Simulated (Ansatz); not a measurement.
# C₂H₆GeOS: one species, many methods

The task here is to estimate one member of a computed series from the others.

Computed with Ansatz 0.2.0, Gaussian basis. Level: functionals in def2-TZVPP, the program's frozen cores in correlated methods.

The runs, in order: PBE-D4, r2SCAN-D4, PBE0-D4, B3LYP-D4, ωB97X-V, ωB97M-V, B2PLYP; CCSD(T)/def2-TZVPP; MP2/def2-QZVPP; extrapolation to the limit.

**The relaxed structure**

An earlier PBE0-D4 in a triple-zeta def2 set relaxation fixed the geometry.

SMILES `[OH][GeH]1[CH2]S[CH2]1`, 11 atoms, charge 0, spin multiplicity 1.

Atoms are counted from 1 here; the program's logs count them from 0.

Bond lengths: O1–Ge2 1.779 Å, O1–H6 0.960 Å, Ge2–C3 1.970 Å, Ge2–C5 1.970 Å, Ge2–H7 1.534 Å, C3–S4 1.827 Å, C3–H8 1.091 Å, C3–H9 1.090 Å, S4–C5 1.827 Å, C5–H10 1.091 Å, C5–H11 1.090 Å. Angles: Ge2–O1–H6 112.9°, O1–Ge2–C3 117.3°, O1–Ge2–C5 117.3°, O1–Ge2–H7 104.2°, C3–Ge2–C5 84.3°, C3–Ge2–H7 116.9°, C5–Ge2–H7 116.9°, Ge2–C3–S4 90.3°, Ge2–C3–H8 114.8°, Ge2–C3–H9 116.5°, S4–C3–H8 112.2°, S4–C3–H9 112.4°, H8–C3–H9 109.5°, C3–S4–C5 92.8°, Ge2–C5–S4 90.3°, Ge2–C5–H10 114.8°, Ge2–C5–H11 116.5°, S4–C5–H10 112.2° and more.

The first run:

File in.yaml:

```yaml
crystal:
  periodic: [false, false, false]
  atoms:
    - {symbol: O, position_ang: [-0.599523, 2.044164, 0.725886]}
    - {symbol: Ge, position_ang: [0.418531, 0.620188, 0.409220]}
    - {symbol: C, position_ang: [-0.312606, -1.141483, 0.901750]}
    - {symbol: S, position_ang: [0.063875, -1.776709, -0.769270]}
    - {symbol: C, position_ang: [0.412537, -0.106334, -1.421835]}
    - {symbol: H, position_ang: [-1.496512, 1.941308, 0.400131]}
    - {symbol: H, position_ang: [1.782418, 0.995087, 1.001894]}
    - {symbol: H, position_ang: [-1.382801, -1.149038, 1.114269]}
    - {symbol: H, position_ang: [0.216734, -1.686900, 1.682623]}
    - {symbol: H, position_ang: [-0.392809, 0.264182, -2.057976]}
    - {symbol: H, position_ang: [1.355456, -0.061365, -1.966193]}
basis:
  gaussian: {orbitals: def2-TZVPP}
hamiltonian: {xc: pbe, dispersion: d4}
output: {forces: true, orbitals: {seedname: orbitals}}
```

Launch:

```sh
ansatz run in.yaml --threads 4 --pin off --events-out ev --progress --plain --max-ram 10444MiB
```

Among the steps run: PBE-D4 (GGA); r2SCAN-D4 (meta-GGA); PBE0-D4 (hybrid); B3LYP-D4 (hybrid); ωB97X-V (range-separated); ωB97M-V (range-separated); B2PLYP (double hybrid); CCSD(T) in def2-TZVPP; MP2 in def2-QZVPP.

One of the session's tables, all rows but one given; the rest of the session is left out.

```
            method  atomisation energy (kcal/mol)
            PBE-D4                          958.6
         r2SCAN-D4                          942.5
           PBE0-D4                          941.1
          B3LYP-D4                          932.0
           ωB97X-V                          943.8
           ωB97M-V                          940.5
            B2PLYP                          925.3
     HF/def2-TZVPP                          659.2
    MP2/def2-TZVPP                              ?
   CCSD/def2-TZVPP                          901.1
CCSD(T)/def2-TZVPP                          918.2
           MP2/CBS                          960.1
       CCSD(T)/CBS                          942.8
```

**Question.** Estimate the row for MP2/def2-TZVPP.

As computed: atomisation energy (kcal/mol): 935.5. In the column «atomisation energy (kcal/mol)» it lies between B3LYP-D4 (932.0) and ωB97M-V (940.5).

Caveats from the session: Free atoms (1 O, 1 Ge, 2 C, 1 S, 6 H) were run apart at each level; the atomisation energy is their sum less the molecule, without zero-point or spin-orbit terms.
